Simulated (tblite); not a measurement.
# C6H8B: the cost of one run

Programs: tblite 0.8.0 and PySCF 2.14.0, with density-fitted response routines of our own. Each step states its level of theory. These are calculated values for one molecule in the gas phase, unless marked as measured. Atoms are numbered from 0 throughout.

### Step 1. The molecule as given

15 atoms, charge 0, multiplicity 2; geometry from: force field or distance geometry start.

Bonds of the start (Å): B0–C1 1.56, C1–C2 1.33, C1–C3 1.49, C3–C4 1.35, C3–C5 1.48, C5–C6 1.34, B0–H7 1.19, C2–H8 1.09, C2–H9 1.07, C4–H10 1.08, C4–H11 1.08, C5–H12 1.09, C6–H13 1.08, C6–H14 1.08.

### Step 2. Optimising the geometry with GFN2-xTB

What the job is given:

```
{"job": {"kind": "relax", "xc": "GFN2-xTB", "basis": "xTB"}, "charge": 0, "multiplicity": 2}
B     -2.089900     1.247100    -0.286700
C     -1.073600     0.067400    -0.326500
C     -1.229200    -0.924000    -1.200900
C      0.067600     0.038900     0.631600
C     -0.166400     0.174400     1.956800
C      1.459000    -0.196900     0.184700
C      1.863000    -0.005000    -1.074400
H     -1.967900     2.142500     0.488200
H     -2.059600    -0.913800    -1.904800
H     -0.560500    -1.762200    -1.233900
H     -1.173700     0.315000     2.325100
H      0.640300     0.145500     2.670700
H      2.206600    -0.483900     0.927200
H      1.185000     0.326700    -1.843700
H      2.895000    -0.163600    -1.335200
```

Launch:

```
> OMP_NUM_THREADS=1 python probes_run.py task.json out
```

This one command runs all jobs of the session in turn.

**Question.** How long does this first job take on 1 thread of Arm Neoverse V2, shared host?

About 1 s.
